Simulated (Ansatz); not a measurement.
# CuO3: the cost of one run

Program: Ansatz 0.2.0. Level of theory: DFT PBE, scalar-relativistic, plane waves, PAW. These are calculated values, not measurements.

## (1) The structure to begin with

It takes space group Pm-3m (No. 221, cubic). The conventional cell has a = 3.259 Å, b = 3.259 Å, c = 3.259 Å, α = 90.00°, β = 90.00°, γ = 90.00°. Cu (site symmetry m-3m) is surrounded by 12 O at 2.30 Å. O (site symmetry 4/mmm) has 4 Cu at 2.30 Å and 8 O at 2.30 Å as nearest neighbours.

As a file:

```cif
data_structure
_symmetry_space_group_name_H-M 'Pm-3m'
_symmetry_Int_Tables_number 221
_cell_length_a 3.2591
_cell_length_b 3.2591
_cell_length_c 3.2591
_cell_angle_alpha 90.000
_cell_angle_beta 90.000
_cell_angle_gamma 90.000
_cell_volume 34.62
loop_
_atom_site_label
_atom_site_type_symbol
_atom_site_symmetry_multiplicity
_atom_site_Wyckoff_symbol
_atom_site_fract_x
_atom_site_fract_y
_atom_site_fract_z
_atom_site_occupancy
Cu1 Cu 1 a 0.00000 0.00000 0.00000 1
O1 O 3 c 0.00000 0.50000 0.50000 1
```

This is candidate A: Cu3Au (L1_2) type (Pm-3m, No. 221).

(A quick probe on a coarse mesh, which set the mesh and smearing, is not shown.)

## (3) The relaxation (candidate A)

input.yaml

```yaml
crystal:
  lattice:
    - [3.2590722002, 0.0, 0.0]
    - [0.0, 3.2590722002, 0.0]
    - [0.0, 0.0, 3.2590722002]
  atoms:
    - { symbol: Cu, position: [0.0, 0.0, 0.0], spin: 0.14 }
    - { symbol: O, position: [0.0, 0.5, 0.5] }
    - { symbol: O, position: [0.5, 0.0, 0.5] }
    - { symbol: O, position: [0.5, 0.5, 0.0] }
basis:
  ecutwfc: 420
kpoints:
  mp_grid: { grid: [14, 14, 14] }
hamiltonian:
  xc: pbe
scf:
  occupations: { method: gaussian, width: 0.1 }
output:
  forces: true
  stress: true
  eigenvalues: true
  populations: true
magnetization:
  spin_polarized: true
relax:
  adjacent_minimum: "off"
  f_tol: 0.01
  max_steps: 80
  cell: { stress_tol: 0.05 }
```

Command:

```bash
ansatz run input.yaml --threads 1 --pin off --max-ram 2560MiB --backend cpu --events-out ev --progress --plain --runs-dir out
```

**Question.** How long does this run take on 1 thread of Intel Xeon Platinum 8259CL at 2.50GHz (Skylake/Cascade Lake), shared host, and how much memory does it need?

About 3.4 min, with a peak of 0.55 GiB.
